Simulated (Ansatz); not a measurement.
Task: harmonic frequencies at the relaxed geometry of BH6NSi2, SMILES B1N[SiH2][SiH2]1, with the Python package of Ansatz (0.2.0). Give the script and its output. Use (for the species named): CAM-B3LYP, def2-SVP basis, multiplicity 1.

```xyz
10

B    -1.0666    0.7610   -0.4755
N     0.3873    0.9824   -0.8627
Si    1.1861   -0.3680   -0.0719
Si   -0.6741   -0.8316    0.5585
H    -2.0957    1.4114   -0.7360
H     0.7159    1.8819   -0.4046
H     2.1099    0.0978    1.0410
H     1.8057   -1.3039   -1.0422
H    -1.3040   -2.0286   -0.0284
H    -0.9814   -0.6535    2.0247
```

Script `run_freq.py`:
```python
"""Vibrations of BH6NSi2."""

import argparse
import itertools

import ansatz as az
from ase import Atoms
from ase.data import atomic_numbers, covalent_radii
import numpy as np

parser = argparse.ArgumentParser(description="Vibrations of BH6NSi2.")
parser.add_argument("--basis-set", required=True, help="basis")
parser.add_argument("--functional", default="CAM-B3LYP", help="exchange-correlation functional")
args = parser.parse_args()

atoms = Atoms(["B", "N", "Si", "Si", "H", "H", "H", "H", "H", "H"], positions=[
    (-1.0666, 0.761, -0.4755),
    (0.3873, 0.9824, -0.8627),
    (1.1861, -0.368, -0.0719),
    (-0.6741, -0.8316, 0.5585),
    (-2.0957, 1.4114, -0.736),
    (0.7159, 1.8819, -0.4046),
    (2.1099, 0.0978, 1.041),
    (1.8057, -1.3039, -1.0422),
    (-1.304, -2.0286, -0.0284),
    (-0.9814, -0.6535, 2.0247),
])
mol = az.Crystal.molecule_from_ase(atoms)

job = (
    mol.calculation()
    .basis(gaussian=args.basis_set)
    .functional(args.functional)
)
symbols = [site.symbol for site in mol.cartesian_sites]
start = np.array([site.position_ang for site in mol.cartesian_sites], dtype=float)
report = job.relax(force_tolerance=0.003).run().report
end = np.array(report["positions_ang"])

# pairs closer than 1.2 times the sum of covalent radii, before or after
radius = [covalent_radii[atomic_numbers[s]] for s in symbols]
span = lambda where, i, j: np.linalg.norm(where[i] - where[j])
bonded = [(i, j) for i, j in itertools.combinations(range(len(symbols)), 2) if min(span(start, i, j), span(end, i, j)) < 1.2 * (radius[i] + radius[j])]
print("pair        before    after (A)")
for i, j in bonded:
    print(f"{symbols[i]}{i}-{symbols[j]}{j}".ljust(10), f"{span(start, i, j):8.4f} {span(end, i, j):8.4f}")
for first, second in list(itertools.combinations(bonded, 2)):
    shared = set(first) & set(second)
    if shared and symbols[(j := shared.pop())] != "H":
        i, k = sorted((set(first) | set(second)) - {j})
        u, v = end[i] - end[j], end[k] - end[j]
        angle = np.degrees(np.arccos(np.clip(u @ v / np.linalg.norm(u) / np.linalg.norm(v), -1, 1)))
        print(f"final angle {symbols[i]}{i}-{symbols[j]}{j}-{symbols[k]}{k}: {angle:.2f} deg")

# frequencies need a stationary point, so they are taken at the relaxed geometry
minimum = az.Crystal.molecule()
for symbol, place in zip(symbols, end):
    minimum = minimum.atom(symbol, place.tolist())
vibrating = (
    minimum.calculation()
    .basis(gaussian=args.basis_set)
    .functional(args.functional)
    .phonons(temperatures=(298.15, 498.15, 100))
)
vib = vibrating.run().report["vibrations"]
sums = vib["harmonic_sums"]
modes = [m["omega_inv_cm"] for m in sums["modes_at_gamma"] if m["rigid_motion"] == "no"]
print("frequencies (1/cm):", " ".join(f"{w:.0f}" for w in modes))
print("imaginary modes:", sum(w < 0 for w in modes), " zero-point energy:", round(sums["zero_point_energy_ev"], 4), "eV")
print("T (K)   F_vib (eV)   S_vib (meV/K)   C_vib (meV/K)")
for row in zip(sums["temperatures_k"], sums["vibrational_free_energy_ev"], vib["entropy_ev_per_k"], vib["heat_capacity_ev_per_k"]):
    print(f"{row[0]:6.1f} {row[1]:11.4f} {1000 * row[2]:13.4f} {1000 * row[3]:15.4f}")
```

```console
$ python run_freq.py --basis-set def2-SVP
pair        before    after (A)
B0-N1        1.5208   1.4043
B0-Si3       1.9390   2.0447
B0-H4        1.2450   1.2064
N1-Si2       1.7570   1.7905
N1-H5        1.0616   1.0174
Si2-Si3      2.0181   2.3422
Si2-H6       1.5195   1.4923
Si2-H7       1.4837   1.4923
Si3-H8       1.4745   1.4901
Si3-H9       1.5086   1.4901
final angle N1-B0-Si3: 100.34 deg
final angle N1-B0-H4: 123.45 deg
final angle B0-N1-Si2: 107.91 deg
final angle B0-N1-H5: 123.17 deg
final angle Si3-B0-H4: 136.21 deg
final angle B0-Si3-Si2: 72.11 deg
final angle B0-Si3-H8: 119.34 deg
final angle B0-Si3-H9: 119.35 deg
final angle Si2-N1-H5: 128.92 deg
final angle N1-Si2-Si3: 79.64 deg
final angle N1-Si2-H6: 111.75 deg
final angle N1-Si2-H7: 111.76 deg
final angle Si3-Si2-H6: 121.60 deg
final angle Si3-Si2-H7: 121.60 deg
final angle Si2-Si3-H8: 116.62 deg
final angle Si2-Si3-H9: 116.64 deg
final angle H6-Si2-H7: 107.03 deg
final angle H8-Si3-H9: 108.91 deg
frequencies (1/cm): 163 364 416 452 484 610 614 675 698 735 741 803 899 944 974 985 1214 1357 2227 2227 2241 2246 2625 3590
imaginary modes: 0  zero-point energy: 1.7535 eV
T (K)   F_vib (eV)   S_vib (meV/K)   C_vib (meV/K)
 298.1      1.7157        0.3804          0.6713
 398.1      1.6662        0.6100          0.9161
 498.1      1.5939        0.8360          1.1001
```

Caveats:
- The settings weren't tested for convergence.
- The frequencies are harmonic and unscaled, in a modest basis. The result belongs to the one conformer reached from this start, and soft torsions count as harmonic oscillators.
- Timing: 2.3 min on 1 thread of Intel(R) Xeon(R) 6975P-C (Granite Rapids) (shared host), peak memory 0.32 GiB.

(A comment or docstring line of the script was reworded after the run, the code is as it ran; lines on the test bed's own set-up are left out of the output.)
